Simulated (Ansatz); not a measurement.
**TiPt3: LAPW beside PAW**

Does the method matter for TiPt3? The same cell, functional and mesh are run with full-potential LAPW, PAW with frozen cores and datasets made for this crystal.

Method: DFT PBEsol, scalar-relativistic, in Ansatz 0.2.0.

## 1. The system as given

The structure is cubic, space group Pm-3m (No. 221). Conventional cell: a = 3.897 Å, b = 3.897 Å, c = 3.897 Å, α = 90.00°, β = 90.00°, γ = 90.00°. Ti (site symmetry m-3m) is surrounded by 12 Pt at 2.76 Å. Pt (site symmetry 4/mmm) has 4 Ti at 2.76 Å and 8 Pt at 2.76 Å in its first shell of neighbours.

As a file:

```cif
data_structure
_symmetry_space_group_name_H-M 'Pm-3m'
_symmetry_Int_Tables_number 221
_cell_length_a 3.8970
_cell_length_b 3.8970
_cell_length_c 3.8970
_cell_angle_alpha 90.000
_cell_angle_beta 90.000
_cell_angle_gamma 90.000
_cell_volume 59.18
loop_
_atom_site_label
_atom_site_type_symbol
_atom_site_symmetry_multiplicity
_atom_site_Wyckoff_symbol
_atom_site_fract_x
_atom_site_fract_y
_atom_site_fract_z
_atom_site_occupancy
Ti1 Ti 1 a 0.00000 0.00000 0.00000 1
Pt1 Pt 3 c 0.00000 0.50000 0.50000 1
```

The file gives the conventional cell by its symmetry; the runs use the cell typed in the input.

The cell is a deposited one (Crystallography Open Database entry 1539263); the temperature and pressure of the measurement aren't taken into account, and nothing was relaxed.

Atoms are numbered in the order of the input: Ti1, Pt2, Pt3, Pt4.

## 2. Full-potential LAPW

Contents of input.yaml:

```yaml
crystal:
  lattice:
    - [3.897, 0.0, 0.0]
    - [0.0, 3.897, 0.0]
    - [0.0, 0.0, 3.897]
  atoms:
    - { symbol: Ti, position: [0.0, 0.0, 0.0] }
    - { symbol: Pt, position: [0.0, 0.5, 0.5] }
    - { symbol: Pt, position: [0.5, 0.0, 0.5] }
    - { symbol: Pt, position: [0.5, 0.5, 0.0] }
kpoints:
  mp_grid: { grid: [9, 9, 9] }
  band_path:
    path:
      - [0.0, 0.0, 0.0]
      - [0.0, 0.5, 0.0]
      - [0.5, 0.5, 0.0]
      - [0.0, 0.0, 0.0]
      - [0.5, 0.5, 0.5]
      - [0.0, 0.5, 0.0]
      - [0.5, 0.5, 0.5]
      - [0.5, 0.5, 0.0]
    npoints: 14
scf:
  occupations: { method: fermi_dirac, width: 0.05 }
hamiltonian:
  xc: pbesol
  pseudopotentials: { kind: all_electron, lapw: { basis_error: 0.0005 } }
output:
  forces: true
  stress: true
  eigenvalues: true
  populations: true
  dos: { projected: true, de: 0.2, e_range: [-14, 8] }
```

Launch:

```console
$ ansatz run input.yaml --threads 1 --pin off --max-ram 4096MiB --backend cpu --events-out ev --progress --plain --runs-dir out
```

## 3. PAW with frozen cores

input.yaml, as its differences from that of step 2:

```diff
@@ -27,3 +27,3 @@
   xc: pbesol
-  pseudopotentials: { kind: all_electron, lapw: { basis_error: 0.0005 } }
+  pseudopotentials: { kind: paw }
 output:
@@ -32,3 +32,9 @@
   eigenvalues: true
+  efg: { contact_densities: true }
   populations: true
+  bader: true
   dos: { projected: true, de: 0.2, e_range: [-14, 8] }
+  write_density: true
+  write_potential: true
+  elf: true
+  volumetric_format: npy
```

## 4. Datasets made for this crystal

input.yaml, as its differences from that of step 3:

```diff
@@ -22,3 +22,3 @@
       - [0.5, 0.5, 0.0]
-    npoints: 14
+    npoints: 8
 scf:
@@ -27,3 +27,3 @@
   xc: pbesol
-  pseudopotentials: { kind: paw }
+  pseudopotentials: { kind: all_electron, datasets: crystal }
 output:
@@ -33,8 +33 @@
   efg: { contact_densities: true }
-  populations: true
-  bader: true
-  dos: { projected: true, de: 0.2, e_range: [-14, 8] }
-  write_density: true
-  write_potential: true
-  elf: true
-  volumetric_format: npy
```

(Steps that only read results are left out.)

Before running it: what results should come out? Wanted: pressure; gap; Bader charges.

As calculated:

| quantity | value |
| --- | --- |
| pressure | LAPW 0.50, PAW 0.52, crystal datasets 0.51 GPa |
| gap (LAPW) | none |
| Bader charges (PAW) | Ti1 +1.58, Pt2 -0.53 e |

The pressure of 0.5 GPa pushes the cell to expand, with the atoms held in place. Bands cross the Fermi level: the crystal is a metal at this level. Ti 3d carries the largest share, 63 %, of the projected states within 0.3 eV of the Fermi level. The projection holds only the free atom's occupied shells (Ti 4s, Ti 3d, Pt 6s, Pt 5d in this range). The field gradient at Pt2, the largest by crystal datasets, is -7.63 by PAW and -7.59 by crystal datasets (10²¹ V/m²), within 5 %. No spin–orbit coupling: at heavy atoms the gradients can be off by tens of per cent for that reason. In pressure, PAW differs from LAPW by +0.02 GPa. LAPW took about 4 times as long as PAW (75 s against 18 s, on a shared host and with the outputs that each input asks for). Spin-orbit coupling is left out, though the cell holds Pt; in elements this heavy it can shift bands and gaps by tenths of an eV.
